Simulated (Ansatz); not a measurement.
Predict the output of the script below (the Python package of Ansatz (0.2.0)).

`tae_ch3bbrcl.py`:
```python
"""Energy to split CH3BBrCl into its atoms."""

from collections import Counter

import ansatz as az


def energy_of(molecule, charge=0, unpaired=0):
    calc = molecule.calculation().basis(gaussian="def2-TZVP").correlation("MP2")
    if charge:
        calc = calc.charge(charge)
    if unpaired:
        calc = calc.spin("collinear", total=unpaired)
    report = calc.run().report
    if report["published_state_doubts"]:
        print("  doubts:", report["published_state_doubts"])
    return report["free_energy_ev"]

GEOMETRY = """
Cl   -2.26750   -0.10320    0.39020
B    -0.69150    0.52730   -0.26010
C     0.62440   -0.18170    0.17720
Br    0.76100   -1.99480   -0.46230
H    -0.64180    1.48350   -0.96330
H     1.52520    0.38150   -0.22980
H     0.75140   -0.18060    1.30240
"""


def main() -> None:
    molecule = az.Crystal.molecule()
    for line in GEOMETRY.strip().splitlines():
        symbol, *xyz = line.split()
        molecule = molecule.atom(symbol, [float(v) for v in xyz])

    # unpaired electrons of the ground-state atoms
    unpaired = {"Cl": 1, "B": 1, "C": 2, "Br": 1, "H": 1}
    counts = Counter(site.symbol for site in molecule.cartesian_sites)
    atom_energy = {s: energy_of(az.Crystal.molecule().atom(s, (0, 0, 0)), 0, unpaired[s]) for s in counts}
    whole = energy_of(molecule, 0, 0)
    for s, e in atom_energy.items():
        print(f"{s:2s} x{counts[s]}  {e:14.5f} eV")
    print(f"CH3BBrCl: {whole:.5f} eV")
    split = sum(counts[s] * e for s, e in atom_energy.items()) - whole
    print(f"atomisation energy (no zero-point term): {split:.3f} eV, {split / sum(counts.values()):.3f} eV an atom")


if __name__ == "__main__":
    main()
```

Running `python tae_ch3bbrcl.py` prints:
```text
Cl x1    -12507.22711 eV
B  x1      -668.74255 eV
C  x1     -1027.46354 eV
Br x1    -70005.19084 eV
H  x3       -13.60052 eV
CH3BBrCl: -84273.73225 eV
atomisation energy (no zero-point term): 24.307 eV, 3.472 eV an atom
```

24.307 eV from the electronic energies, without the zero-point term.

The settings weren't tested for convergence. The geometry is a force-field or estimated start, not a minimum of this method, and the basis set is short of its limit. All parts are taken at fixed geometry, without zero-point energy. The spin-orbit lowering of heavy atoms is left out. The whole script took 7.8 s on 1 thread of Arm Neoverse V1 (shared host), peak memory 0.37 GiB.
